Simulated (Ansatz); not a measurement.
# C2H4AgNS: how energies converge with the basis set

One table from this session's results is given with a row withheld; the runs are named, their logs left out.

The runs use Ansatz 0.2.0, Gaussian basis; one geometry, several basis sets.

Plan: PBE0-D4/def2-SVP; ωB97M-V/def2-SVP; PBE0-D4/def2-QZVPP; ωB97M-V/def2-QZVPP; the functionals' def2-TZVPP values are taken from earlier runs.

## The geometry

All runs share one geometry, relaxed beforehand with PBE0-D4 in a triple-zeta def2 set. Ag takes the def2 core potential; no spin-orbit term is included.

SMILES `CC#[N+][Ag-][SH]`, 9 atoms, charge 0, spin multiplicity 1.

Atoms are counted from 1 here; the program's logs count them from 0.

Bond lengths: C1–C2 1.444 Å, C1–H6 1.091 Å, C1–H7 1.091 Å, C1–H8 1.091 Å, C2–N3 1.145 Å, N3–Ag4 2.095 Å, Ag4–S5 2.297 Å, S5–H9 1.344 Å. Angles: C2–C1–H6 109.8°, C2–C1–H7 109.7°, C2–C1–H8 109.8°, H6–C1–H7 109.2°, H6–C1–H8 109.2°, H7–C1–H8 109.2°, C1–C2–N3 179.9°, C2–N3–Ag4 179.7°, N3–Ag4–S5 178.5°, Ag4–S5–H9 95.0°.

Set-up of the first run:

The input, in.yaml:

```yaml
crystal:
  periodic: [false, false, false]
  atoms:
    - {symbol: C, position_ang: [-0.008605, -2.416584, 0.034619]}
    - {symbol: C, position_ang: [0.080212, -0.975763, 0.008994]}
    - {symbol: N, position_ang: [0.151752, 0.166745, -0.011370]}
    - {symbol: Ag, position_ang: [0.270714, 2.258203, -0.047999]}
    - {symbol: S, position_ang: [0.460130, 4.546460, -0.092308]}
    - {symbol: H, position_ang: [-0.580699, -2.735987, 0.907047]}
    - {symbol: H, position_ang: [0.993046, -2.846048, 0.086498]}
    - {symbol: H, position_ang: [-0.504552, -2.772553, -0.869689]}
    - {symbol: H, position_ang: [-0.862009, 4.775517, -0.015802]}
basis:
  gaussian: {orbitals: def2-SVP}
hamiltonian: {xc: pbe0, dispersion: d4}
output: {orbitals: {seedname: orbitals}}
```

Started as:

```
ansatz run in.yaml --threads 4 --pin off --events-out ev --progress --plain --max-ram 10444MiB
```

Among the steps run: PBE0-D4 in def2-SVP; ωB97M-V in def2-SVP; PBE0-D4 in def2-QZVPP; ωB97M-V in def2-QZVPP.

One of the session's tables, all rows but one given; the rest of the session is left out.

It belongs to the step «Functionals by basis». 

| functional | basis | HOMO (eV) |
| --- | --- | --- |
| PBE0-D4 | def2-SVP | -5.25 |
| PBE0-D4 | def2-TZVPP | -5.41 |
| PBE0-D4 | def2-QZVPP | -5.47 |
| ωB97M-V | def2-SVP | -7.30 |
| ωB97M-V | def2-TZVPP | ? |
| ωB97M-V | def2-QZVPP | -7.58 |

**Question.** Estimate the row for ωB97M-V, def2-TZVPP.

**Answer.** HOMO (eV): -7.51. In the column «HOMO (eV)» it lies between ωB97M-V, def2-QZVPP (-7.58) and ωB97M-V, def2-SVP (-7.30).
